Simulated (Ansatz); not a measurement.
# Ti4C: one candidate of a structure search

The task: take a trial cell of Ti4C to zero force and stress.

Program: Ansatz 0.2.0. Level of theory: DFT PBE, scalar-relativistic, plane waves, PAW. These are calculated values, not measurements.

**1. The system as given**

The structure is cubic, space group Pm-3m (No. 221). Conventional cell: a = 4.141 Å, b = 4.141 Å, c = 4.141 Å, α = 90.00°, β = 90.00°, γ = 90.00°. Around Ti (site symmetry m-3m) lie 12 Ti at 2.93 Å. Ti (site symmetry 4/mmm) has 2 C at 2.07 Å as nearest neighbours. Around C (site symmetry m-3m) lie 6 Ti at 2.07 Å.

As a file:

```
CELL_PARAMETERS angstrom
4.14054 0.00000 0.00000
0.00000 4.14054 0.00000
0.00000 0.00000 4.14054
ATOMIC_POSITIONS crystal
Ti 0.00000 0.00000 0.00000
Ti 0.50000 0.50000 0.00000
Ti 0.50000 0.00000 0.50000
Ti 0.00000 0.50000 0.50000
C 0.50000 0.50000 0.50000
```

The cell is invented: species swapped into a database cell of Ni4N (Pm-3m, No. 221), with Ti on the Ni sites and C on the N sites. Lengths come from tabulated atomic sizes and are only a guess.

**2. A first look at the guess**

The input, input.yaml:

```yaml
crystal:
  lattice:
    - [4.14053545, 0.0, 0.0]
    - [0.0, 4.14053545, 0.0]
    - [0.0, 0.0, 4.14053545]
  atoms:
    - { symbol: Ti, position: [0.0, 0.0, 0.0] }
    - { symbol: Ti, position: [0.5, 0.5, 0.0] }
    - { symbol: Ti, position: [0.5, 0.0, 0.5] }
    - { symbol: Ti, position: [0.0, 0.5, 0.5] }
    - { symbol: C, position: [0.5, 0.5, 0.5] }
basis:
  ecutwfc: 420
kpoints:
  mp_grid: { grid: [4, 4, 4] }
hamiltonian:
  xc: pbe
scf:
  occupations: { method: gaussian, width: 0.1 }
  lower_state_search: "off"
output:
  forces: true
  stress: true
  eigenvalues: true
```

Run with:

```bash
ansatz run input.yaml --threads 1 --pin off --max-ram 2560MiB --backend cpu --events-out ev --progress --plain --runs-dir out
```

Further runs follow: rough relaxation on the coarse mesh; spin check on a coarse mesh; relaxation on the finer mesh.

**Question.** What will these runs give? Wanted: conventional cell; volume; energy over the elements; gap on the mesh.

**Answer**, as computed:

```
                              quantity                                                                      value
symmetry at the end (tolerance 0.05 Å)                                                space group Pm-3m (No. 221)
                     conventional cell  a = 4.229 Å, b = 4.229 Å, c = 4.229 Å, α = 90.00°, β = 90.00°, γ = 90.00°
                                volume                                                              15.13 Å³/atom
              energy over the elements                                                              -0.27 eV/atom
                       gap on the mesh                                                               none (metal)
```

The space group Pm-3m (No. 221) is kept, and the volume per atom grows by 6.5 % from the first guess. It lies below the elements, which doesn't yet make it stable: competing phases were not computed in this session. No finished test with a distortion of lower symmetry is shown, so the end may be a saddle point. Other magnetic orders were not searched.
